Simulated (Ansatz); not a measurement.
# NiMoIrPdW in Ansatz: convergence with k mesh

NiMoIrPdW:

```
Ni Mo Pd Ir W
1.0
     2.34460   -1.43138    0.00906
     2.34460    1.43138    0.00906
    -2.20600    0.00000   10.92374
Ni Mo Pd Ir W
1 1 1 1 1
Cartesian
  1.6857 0.0000 3.2343
  -0.5221 0.0000 9.9690
  0.0775 0.0000 5.3638
  3.2778 0.0000 1.1936
  1.6891 0.0000 7.5942
```

The cell was built by a generator and needn't be a form met in nature.

```yaml
Program: Ansatz 0.2.0
Task: convergence study
Functional: PBE
Potentials_or_basis: Ansatz PAW
Cutoff: "420 eV (not typed: the program's choice for these potentials)"
k_mesh: 3 × 3 × 1
Occupations: fermi-dirac, width 0.05 eV
Spin: collinear spin, ferromagnetic start
Starting_moments: "[1.0, 1.0, 0.0, 0.6, 0.0] μB"
```

These are the settings of the first run; the series varies k mesh, with any setting tied to it.

Hardware: 8 threads of Arm Neoverse V2, with other jobs on the host.

| k mesh | energy less the tightest run, at zero smearing (meV/atom) | pressure (GPa) | largest force (eV/Å) | absolute moment (μB) | SCF cycles | CPU time (s) | peak memory (GiB) |
| --- | --- | --- | --- | --- | --- | --- | --- |
| 3 × 3 × 1 | 213.52 | 5.04 | 0.700 | 1.86 | 22 | 12 | 0.49 |
| 4 × 4 × 1 | -7.15 | 0.47 | 0.481 | 0.00 | 15 | 11 | 0.51 |
| 5 × 5 × 2 | 2.46 | -0.16 | 0.336 | 0.54 | 16 | 24 | 0.56 |
| 6 × 6 × 2 | 2.94 | -0.20 | 0.193 | 0.00 | 49 | 77 | 0.61 |
| 8 × 8 × 2 | -8.80 | -0.25 | 0.090 | 0.00 | 17 | 52 | 0.64 |
| 10 × 10 × 3 | 1.33 | 0.10 | 0.058 | 0.26 | 49 | 270 | 0.89 |
| 12 × 12 × 3 | 1.50 | 0.07 | 0.022 | 0.32 | 44 | 330 | 1 |
| 15 × 15 × 4 | -0.19 | 0.00 | 0.017 | 0.00 | 52 | 800 | 1.6 |
| 18 × 18 × 4 | 0.00 | 0.02 | 0.035 | 0.00 | 57 | 1200 | 2.1 |

Against the tightest run, the energy stays within 1 meV/atom from 15 × 15 × 4 on; the pressure stays within 0.1 GPa from 10 × 10 × 3 on; the absolute moment stays within 0.02 μB from 15 × 15 × 4 on. Not settled before the last step: the largest force (to 0.005 eV/Å). Meshes of other sizes hit other points, so gaps and Fermi surfaces needn't settle smoothly. The tightest run that finished is the yardstick and may itself not be fully converged.

Caveat, for the tightest run too: the starting moments weren't kept. Spin-orbit coupling is left out, which matters for the levels of Ir, W.
